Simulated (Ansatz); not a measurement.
# ScH3Br2: the cost of one run

Program: Ansatz 0.2.0. Level of theory: DFT PBE, scalar-relativistic, plane waves, PAW. These are calculated values, not measurements.

## 1. The starting structure

It takes space group P6/mmm (No. 191, hexagonal). The conventional cell has a = 5.933 Å, b = 5.933 Å, c = 3.455 Å, α = 90.00°, β = 90.00°, γ = 120.00°. Sc (site symmetry 6/mmm) has 6 Br at 3.43 Å and 12 H at 3.43 Å and 2 Sc at 3.45 Å in its first shell of neighbours. H (site symmetry mmm) is surrounded by 4 Br at 2.43 Å and 4 H at 2.97 Å and 4 Sc at 3.43 Å. Br (site symmetry -6m2) is surrounded by 6 H at 2.43 Å and 3 Br at 3.43 Å and 3 Sc at 3.43 Å.

Coordinates:

```cif
data_structure
_symmetry_space_group_name_H-M 'P 1'
_symmetry_Int_Tables_number 1
_cell_length_a 5.9326
_cell_length_b 5.9326
_cell_length_c 3.4549
_cell_angle_alpha 90.000
_cell_angle_beta 90.000
_cell_angle_gamma 120.000
_cell_volume 105.31
loop_
_atom_site_label
_atom_site_type_symbol
_atom_site_fract_x
_atom_site_fract_y
_atom_site_fract_z
_atom_site_occupancy
Sc1 Sc 0.00000 0.00000 0.00000 1
H1 H 0.50000 0.00000 0.50000 1
H2 H 0.50000 0.50000 0.50000 1
H3 H 0.00000 0.50000 0.50000 1
Br1 Br 0.33333 0.66667 0.00000 1
Br2 Br 0.66667 0.33333 0.00000 1
```

The cell is invented: species swapped into a database cell of SmB2Rh3 (P6/mmm, No. 191), with Sc on the Sm sites, Br on the B sites and H on the Rh sites. Lengths come from tabulated atomic sizes and are only a guess.

## 2. Probe: one point on a coarse mesh

input.yaml

```yaml
crystal:
  lattice:
    - [5.93260111, 0.0, 0.0]
    - [-2.96630056, 5.13778327, 0.0]
    - [0.0, 0.0, 3.45492424]
  atoms:
    - { symbol: Sc, position: [0.0, 0.0, 0.0] }
    - { symbol: H, position: [0.5, 0.0, 0.5] }
    - { symbol: H, position: [0.5, 0.5, 0.5] }
    - { symbol: H, position: [0.0, 0.5, 0.5] }
    - { symbol: Br, position: [0.33333333, 0.66666667, 0.0] }
    - { symbol: Br, position: [0.66666667, 0.33333333, 0.0] }
basis:
  ecutwfc: 420
kpoints:
  mp_grid: { grid: [3, 3, 6] }
hamiltonian:
  xc: pbe
scf:
  occupations: { method: gaussian, width: 0.1 }
  lower_state_search: "off"
output:
  forces: true
  stress: true
  eigenvalues: true
```

The run is started by

```
> ansatz run input.yaml --threads 1 --pin off --max-ram 2560MiB --backend cpu --events-out ev --progress --plain --runs-dir out
```

**Question.** How long does this run take on 1 thread of AMD EPYC 7B13 (Zen 3), shared host, and how much memory does it need?

About 1.3 s, with a peak of 0.4 GiB.
